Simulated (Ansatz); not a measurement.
# VSe: the cost of one run

Method: DFT r²SCAN+U (U_eff = 4 eV on V d), plane waves, PAW, in Ansatz 0.2.0.

6 further runs of the same task are left out: 6 that didn't finish.

### 1 The structure to begin with

Symmetry: F-43m, No. 216, cubic system. Conventional cell: a = 6.053 Å, b = 6.053 Å, c = 6.053 Å, α = 90.00°, β = 90.00°, γ = 90.00°. Around V (site symmetry -43m) lie 4 Se at 2.62 Å. Se (site symmetry -43m) has 4 V at 2.62 Å in its first shell of neighbours.

As a file:

```
CELL_PARAMETERS angstrom
0.00000 3.02652 3.02652
6.05304 3.02652 3.02652
6.05304 6.05304 0.00000
ATOMIC_POSITIONS crystal
V 0.00000 0.00000 0.00000
Se 0.25000 0.25000 0.00000
V 0.00000 0.00000 0.50000
Se 0.25000 0.25000 0.50000
```

Magnetic order typed: antiferromagnetic, doubled cell 0 1/2 1/2.

### 2 From atoms, symmetry kept, no search

input.yaml

```yaml
crystal:
  lattice:
    - [0.0, 3.02652116, 3.02652116]
    - [6.05304232, 3.02652116, 3.02652116]
    - [6.05304232, 6.05304232, 0.0]
  atoms:
    - { symbol: V, position: [0.0, 0.0, 0.0], spin: 3.0 }
    - { symbol: Se, position: [0.25, 0.25, 0.0] }
    - { symbol: V, position: [0.0, 0.0, 0.5], spin: -3.0 }
    - { symbol: Se, position: [0.25, 0.25, 0.5] }
basis:
  ecutwfc: 500
  ecutrho_ratio: 4
kpoints:
  mp_grid: { grid: [5, 5, 5] }
hamiltonian:
  xc: r2scan
  hubbard:
    sites: [{ site: 0, l: d, u_eff: 4.0 }, { site: 2, l: d, u_eff: 4.0 }]
scf:
  occupations: { method: gaussian, width: 0.05 }
  lower_state_search: "off"
  max_iter: 150
output:
  forces: true
  stress: true
  eigenvalues: true
  populations: true
  hubbard: { sites: [{ site: 0, l: d }, { site: 2, l: d }] }
magnetization:
  spin_polarized: true
```

The run is started by

```sh
$ ansatz run input.yaml --threads 4 --pin off --max-ram 6144MiB --backend cpu --events-out ev --progress --plain --runs-dir out
```

Q: Estimate wall time and peak memory on 4 threads of Arm Neoverse N1, shared host.

About 45 s, with a peak of 1.1 GiB.
